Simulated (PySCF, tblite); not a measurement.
**C7H9O2 radical: geometry, infrared bands and EPR parameters**

Wanted: the infrared bands and EPR parameters of C7H9O2 radical (`C=C(C)/C=[C]\C(=O)OC`), by calculation.

Programs: tblite 0.8.0 and PySCF 2.14.0, with density-fitted response routines of our own. Each step states its level of theory. These are calculated values for one molecule in the gas phase, unless marked as measured. Atoms count from 0, in the outputs and in this text.

### 1 Starting geometry

18 atoms, charge 0, multiplicity 2; geometry from: force field or distance geometry start.

Bonds of the start (Å): C0–C1 1.31, C1–C2 1.50, C1–C3 1.46, C3–C4 1.35, C4–C5 1.48, C5–O6 1.26, C5–O7 1.40, O7–C8 1.44, C0–H9 1.10, C0–H10 1.09, C2–H11 1.12, C2–H12 1.11, C2–H13 1.11, C3–H14 1.09, C8–H15 1.11, C8–H16 1.09, C8–H17 1.09.

### 2 Optimising the geometry with GFN2-xTB

What the job is given:

```
{"job": {"kind": "relax", "xc": "GFN2-xTB", "basis": "xTB"}, "charge": 0, "multiplicity": 2}
C     -2.994900    -0.076200    -1.033000
C     -2.134500     0.140300    -0.063700
C     -2.582200     0.561900     1.308400
C     -0.719800    -0.063000    -0.371500
C      0.246500     0.108100     0.549900
C      1.598800    -0.154100     0.017000
O      1.772600    -0.508300    -1.178700
O      2.744000    -0.018300     0.804300
C      4.054800    -0.285800     0.278400
H     -4.068600     0.061900    -0.860500
H     -2.608800    -0.387000    -2.002200
H     -1.761900     1.178000     1.756300
H     -2.713600    -0.363400     1.907700
H     -3.501100     1.181500     1.247800
H     -0.474300    -0.378000    -1.387100
H      4.070400    -0.175200    -0.826600
H      4.346200    -1.302600     0.538000
H      4.717300     0.486500     0.679200
```

The run is started by

```
> OMP_NUM_THREADS=1 python probes_run.py task.json out
```

One launch serves the whole session: the jobs run in the order shown.

**Question.** This job is followed by: GFN2-xTB harmonic vibrations, gas phase; UKS B3LYP, pcH-1 on C H O, non-relativistic, mean-field spin-orbit, GIAO. Predict these results of the whole session: strongest single infrared mode (GFN2-xTB); zero-point energy (GFN2-xTB); g(iso) (B3LYP); ⟨S²⟩; largest a(iso) (averaged by class); potential on the surface of density 0.002 e/bohr³, 1st and 99th percentile.

**Answer**, as computed:

| quantity | value |
| --- | --- |
| strongest single infrared mode (GFN2-xTB) | 1619 cm⁻¹, 336 km/mol |
| zero-point energy (GFN2-xTB) | 86.9 kcal/mol |
| g(iso) (B3LYP) | 2.00351 |
| ⟨S²⟩ | 0.764 (exact 0.75) |
| largest a(iso) (averaged by class) | 1H on H14, 141.0 MHz |
| potential on the surface of density 0.002 e/bohr³, 1st and 99th percentile | -1.64 V and 1.08 V |

In words: Relaxing lowered the energy by 1.058 eV in 155 steps; the close pair that moved most is C4–C5, from 1.477 to 1.401 Å. No mode is imaginary among the 48: a minimum at this level. The strongest single mode, at 1619 cm⁻¹, moves mainly C5 and O6. Unscaled tight-binding wavenumbers are off by several per cent, some by more. Its intensities can rank the bands wrongly. Most of the unpaired spin sits on C4 (0.89 e). The isotropic g lies 1.2 ppt above the free-electron value. These values are for one conformer; the search (at its own cheap level) found 2 more, at 0.04, 0.14 kcal/mol (those within 0.05 may be mirror or relabelled copies), and measured spectra average over such forms.
